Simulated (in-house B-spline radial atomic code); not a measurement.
# In⁴⁺: excited configurations

How much energy does it take to promote electrons of In⁴⁺ to other shells? Each configuration is solved by itself and compared with the reference.

Method: scalar-relativistic (spin-free one-electron X2C) M06-L, spin-polarised, spherical fractional occupations, Fermi nucleus, basis-set limit. Code: in-house B-spline radial atomic code version 1.

**1. What is computed**

```
element       : indium (Z = 49)
charge        : +4
electrons     : 45
configuration : [Kr] 4d9
Hamiltonian   : scalar-relativistic (X2C)
nucleus       : Fermi, rms radius 4.616 fm
```

The outer shells:

[Kr] 4d9
```
[Kr] core
4d [↑↓][↑↓][↑↓][↑↓][↑ ]
```

Where spins are not typed, each open shell is filled with up spins first.

**2. The base configuration**

Input settings:

```ini
Z = 49
electrons = 45.0
configuration = [Kr] 4d9
hamiltonian = x2c
method = m06l
spin_polarised = True
nucleus = fermi
rms_radius = 4.6156
mass_number = 115
atomic_mass = 114.903878772
speed_of_light = 137.035999084
```

**3. Run with [Ar] 3d10 4s2 4p5 4d10**

The settings differ from step 2 so:

```diff
@@ -2,3 +2,3 @@
 electrons = 45.0
-configuration = [Kr] 4d9
+configuration = [Ar] 3d10 4s2 4p5 4d10
 hamiltonian = x2c
```

**4. Run with [Ar] 3d9 4s2 4p6 4d10**

The settings differ from step 3 so:

```diff
@@ -2,3 +2,3 @@
 electrons = 45.0
-configuration = [Ar] 3d10 4s2 4p5 4d10
+configuration = [Ar] 3d9 4s2 4p6 4d10
 hamiltonian = x2c
```

**5. Configuration [Ar] 3d9 4s2 4p6 4d9 4f1**

The settings differ from step 4 so:

```diff
@@ -2,3 +2,3 @@
 electrons = 45.0
-configuration = [Ar] 3d9 4s2 4p6 4d10
+configuration = [Ar] 3d9 4s2 4p6 4d9 4f1
 hamiltonian = x2c
```

**6. Configuration [Ar] 3d9 4s2 4p6 4d9 5f1**

The settings differ from step 5 so:

```diff
@@ -2,3 +2,3 @@
 electrons = 45.0
-configuration = [Ar] 3d9 4s2 4p6 4d9 4f1
+configuration = [Ar] 3d9 4s2 4p6 4d9 5f1
 hamiltonian = x2c
```

Before running: How far above the reference does each configuration lie (order and size, in eV)?

The runs gave:

| net move | configuration | 2|M_S|+1 | energy above the reference (eV) | largest <r> (bohr) |
| --- | --- | --- | --- | --- |
| 4p → 4d | [Ar] 3d10 4s2 4p5 4d10 | 2 | 63.028 | 1.10 |
| 3d → 4d | [Ar] 3d9 4s2 4p6 4d10 | 2 | 430.29 | 1.07 |
| 3d → 4f | [Ar] 3d9 4s2 4p6 4d9 4f1 | 4 | 484.13 | 2.41 |
| 3d → 5f | [Ar] 3d9 4s2 4p6 4d9 5f1 | 4 | 490.19 | 4.58 |

What this shows: The lowest of them is 4p → 4d at 63.028 eV and the highest 3d → 5f at 490.19 eV. 3 of them lie more than 60 % above minus the reference's highest level (64.822 eV), in the range where a state can decay by emitting an electron. The reference has 2|M_S|+1 = 2; 2 of the configurations differ from it in spin. These are spherical averages at the typed spins, not spectroscopic levels.

Members of this set that are not shown: 6 did not converge.
